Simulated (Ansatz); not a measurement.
# CH6BClSSi: the cost of one run

All numbers are computed with the Python package of Ansatz 0.2.0. Level of theory: r2SCAN+D3(BJ)/6-31G*.

## (1) The system

Bond lengths: C1–S2 1.772 Å, S2–Si3 2.122 Å, Si3–B4 1.934 Å, B4–Cl5 1.891 Å, C1–H6 1.172 Å, C1–H7 1.117 Å, C1–H8 1.144 Å, Si3–H9 1.486 Å, Si3–H10 1.484 Å, B4–H11 1.154 Å. Angles (14 of 16 angles, heavy atoms first): C1–S2–Si3 92.9°, S2–Si3–B4 113.2°, Si3–B4–Cl5 116.8°, S2–C1–H6 109.8°, S2–C1–H7 113.3°, S2–C1–H8 113.9°, S2–Si3–H9 112.2°, S2–Si3–H10 110.9°, B4–Si3–H9 105.4°, B4–Si3–H10 106.3°, Si3–B4–H11 124.8°, Cl5–B4–H11 117.7°, H6–C1–H7 105.3°, H6–C1–H8 105.3°.

The script holds or builds the structure itself.

## (2) The code

spin_ch6bclssi.py reads:

```python
# -*- coding: utf-8 -*-
import ansatz as az

GEOMETRY = """
C    -1.10860    0.92190   -1.08820
S    -0.85830   -0.82150   -1.28020
Si    0.94530   -0.79590   -0.16170
B     0.66980   -0.44990    1.72070
Cl   -0.51980   -1.60090    2.63480
H    -2.08830    1.24570   -1.64370
H    -1.25680    1.23280   -0.02540
H    -0.27750    1.56270   -1.54250
H     1.87710    0.26460   -0.62450
H     1.63920   -2.10450   -0.24830
H     1.04340    0.48810    2.27960
"""

system = az.Crystal.molecule()
for line in GEOMETRY.strip().splitlines():
    symbol, *xyz = line.split()
    system = system.atom(symbol, [float(v) for v in xyz])

model = (
    system.calculation()
    .basis(gaussian="6-31G*")
    .functional("r2scan", dispersion="d3bj")
)
found = {}
for unpaired in [0, 2]:
    rep = model.spin("collinear", total=unpaired).run(threads=1).report
    s = unpaired / 2
    found[unpaired] = rep["free_energy_ev"]
    print(f"2S+1 = {unpaired + 1}: E = {found[unpaired]:.5f} eV, <S^2> = {abs(rep['mean_field']['state']['spin_squared']):.3f} (pure state {s * (s + 1):.2f})")
lowest = min(found, key=found.get)
for unpaired, e in found.items():
    print(f"multiplicity {unpaired + 1}: {23.060548 * (e - found[lowest]):.1f} kcal/mol above the lowest")
```

## (3) What the engine is handed

The package turns the script's settings into the engine's input (first run):

```yaml
crystal:
  periodic: [false, false, false]
  atoms:
    - { symbol: C, position_ang: [-1.1086, 0.9219, -1.0882] }
    - { symbol: S, position_ang: [-0.8583, -0.8215, -1.2802] }
    - { symbol: Si, position_ang: [0.9453, -0.7959, -0.1617] }
    - { symbol: B, position_ang: [0.6698, -0.4499, 1.7207] }
    - { symbol: Cl, position_ang: [-0.5198, -1.6009, 2.6348] }
    - { symbol: H, position_ang: [-2.0883, 1.2457, -1.6437] }
    - { symbol: H, position_ang: [-1.2568, 1.2328, -0.0254] }
    - { symbol: H, position_ang: [-0.2775, 1.5627, -1.5425] }
    - { symbol: H, position_ang: [1.8771, 0.2646, -0.6245] }
    - { symbol: H, position_ang: [1.6392, -2.1045, -0.2483] }
    - { symbol: H, position_ang: [1.0434, 0.4881, 2.2796] }
basis:
  gaussian:
    orbitals: "6-31G*"
hamiltonian:
  xc: r2scan
  dispersion: d3bj
magnetization:
  spin_polarized: true
  initial_magnetization: 0.0
```

## (4) The run

Command:

```
> python spin_ch6bclssi.py
```

What time and memory should one allow on 1 thread of Intel Xeon 6975P-C (Granite Rapids), shared host?

About 14 s, with a peak of 0.3 GiB.
